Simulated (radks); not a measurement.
# Al⁹⁺ in 1s1 2s2 3d1: an all-electron calculation

What are the levels of the aluminium ion Al9+, how large are its shells, and how does its energy divide?

Method: scalar-relativistic Kohn-Sham, exchange-only LDA, spin-polarised, spherical densities, point nucleus; open shells are filled with parallel spins first. Code: radks (a radial shooting solver on a logarithmic mesh, Libxc functionals) version 1.

### 1 The atom as given

```
element       : aluminium (Z = 13)
charge        : +9
electrons     : 4
configuration : 1s1 2s2 3d1
```

The outer shells:

Al⁹⁺
```
1s [↑ ]
2s [↑↓]
3d [↑ ][  ][  ][  ][  ]
```

### 2 The run

Settings of this run:

```text
Z 13
configuration 1s1 2s2 3d1
relativity scalar-relativistic
functional lda,
spin polarised
nucleus point
c 137.035999084
```

On the command line:

```console
python run_ks.py task.json out
```

The same process makes all the runs of this session.

**Question.** What will this run give?

The runs gave:

```
                        quantity                    value
                    total energy       -125.16121 hartree
exchange-correlation share of it                   4.74 %
                            −T/E                   1.0039
          highest occupied level        3d up, -146.70 eV
    most extended occupied level  3d up, <r> = 0.996 bohr
 radius at density 0.001 e/bohr³                2.05 bohr
    maxima of the radial density                        2
```

What this shows: 3 principal shells are occupied and 2 maxima appear in the radial density; where shells overlap, one shows as a shoulder or not at all. Relativity lifts −T/E to 1.004. This is not the tabulated ground configuration, so its levels and sizes aren't those of the ground state, and no measured value stands beside it.
